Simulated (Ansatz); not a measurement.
**CH₇AlBFOSi: up Jacob's ladder to CCSD(T)**

The task here is to estimate one member of a computed series from the others.

Computed with Ansatz 0.2.0, Gaussian basis. Level: functionals in def2-TZVPP, the program's frozen cores in correlated methods.

Plan: PBE-D4, r2SCAN-D4, PBE0-D4, B3LYP-D4, ωB97X-V, ωB97M-V, B2PLYP; CCSD(T)/def2-TZVPP; MP2/def2-QZVPP; extrapolation to the limit.

## Structure used throughout

An earlier PBE0-D4 in a triple-zeta def2 set relaxation fixed the geometry.

13 atoms, charge 0, spin multiplicity 1.

Atoms are counted from 1 here; the program's logs count them from 0.

Bond lengths: C1–O2 1.435 Å, C1–H7 1.089 Å, C1–H8 1.088 Å, C1–H9 1.089 Å, O2–B3 1.398 Å, O2–Al6 2.052 Å, B3–F4 1.320 Å, B3–Si5 2.039 Å, Si5–Al6 2.451 Å, Si5–H10 1.490 Å, Si5–H11 1.490 Å, Al6–H12 1.593 Å, Al6–H13 1.593 Å. Angles: O2–C1–H7 108.0°, O2–C1–H8 109.7°, O2–C1–H9 108.0°, H7–C1–H8 110.5°, H7–C1–H9 110.0°, H8–C1–H9 110.5°, C1–O2–B3 126.1°, C1–O2–Al6 129.6°, B3–O2–Al6 104.4°, O2–B3–F4 116.5°, O2–B3–Si5 105.5°, F4–B3–Si5 138.0°, B3–Si5–Al6 75.1°, B3–Si5–H10 109.3°, B3–Si5–H11 109.3°, Al6–Si5–H10 123.2°, Al6–Si5–H11 123.2°, H10–Si5–H11 108.8° and more.

Set-up of the first run:

in.yaml

```yaml
crystal:
  periodic: [false, false, false]
  atoms:
    - {symbol: C, position_ang: [-0.669288, -1.304089, 1.334517]}
    - {symbol: O, position_ang: [-0.189528, -0.380197, 0.346337]}
    - {symbol: B, position_ang: [-0.168706, -0.590774, -1.035589]}
    - {symbol: F, position_ang: [-0.635503, -1.749811, -1.462076]}
    - {symbol: Si, position_ang: [0.629771, 1.107278, -1.832754]}
    - {symbol: Al, position_ang: [0.603122, 1.496744, 0.586971]}
    - {symbol: H, position_ang: [-1.479518, -0.822858, 1.880878]}
    - {symbol: H, position_ang: [-1.023875, -2.210454, 0.847773]}
    - {symbol: H, position_ang: [0.153433, -1.531717, 2.011191]}
    - {symbol: H, position_ang: [1.864713, 0.762241, -2.590892]}
    - {symbol: H, position_ang: [-0.353151, 1.721475, -2.768475]}
    - {symbol: H, position_ang: [-0.617502, 2.279627, 1.246982]}
    - {symbol: H, position_ang: [1.906431, 1.187834, 1.449739]}
basis:
  gaussian: {orbitals: def2-TZVPP}
hamiltonian: {xc: pbe, dispersion: d4}
output: {forces: true, orbitals: {seedname: orbitals}}
```

Command:

```bash
$ ansatz run in.yaml --threads 2 --pin off --events-out ev --progress --plain --max-ram 22528MiB --backend cuda --devices 0, --max-vram 18GiB
```

Among the steps run: PBE-D4 (GGA); r2SCAN-D4 (meta-GGA); PBE0-D4 (hybrid); B3LYP-D4 (hybrid); ωB97X-V (range-separated); ωB97M-V (range-separated); B2PLYP (double hybrid); CCSD(T) in def2-TZVPP; MP2 in def2-QZVPP.

One of the session's tables, all rows but one given; the rest of the session is left out.

| method | atomisation energy (kJ/mol) |
| --- | --- |
| PBE-D4 | 4635.9 |
| r2SCAN-D4 | 4612.6 |
| PBE0-D4 | 4570.3 |
| B3LYP-D4 | ? |
| ωB97X-V | 4610.3 |
| ωB97M-V | 4599.0 |
| B2PLYP | 4529.5 |
| HF/def2-TZVPP | 3440.2 |
| MP2/def2-TZVPP | 4540.1 |
| CCSD/def2-TZVPP | 4415.5 |
| CCSD(T)/def2-TZVPP | 4476.6 |
| MP2/CBS | 4650.8 |
| CCSD(T)/CBS | 4587.3 |

Estimate the missing values for B3LYP-D4.

The run gave: atomisation energy (kJ/mol): 4577.4. In the column «atomisation energy (kJ/mol)» it lies between PBE0-D4 (4570.3) and CCSD(T)/CBS (4587.3).
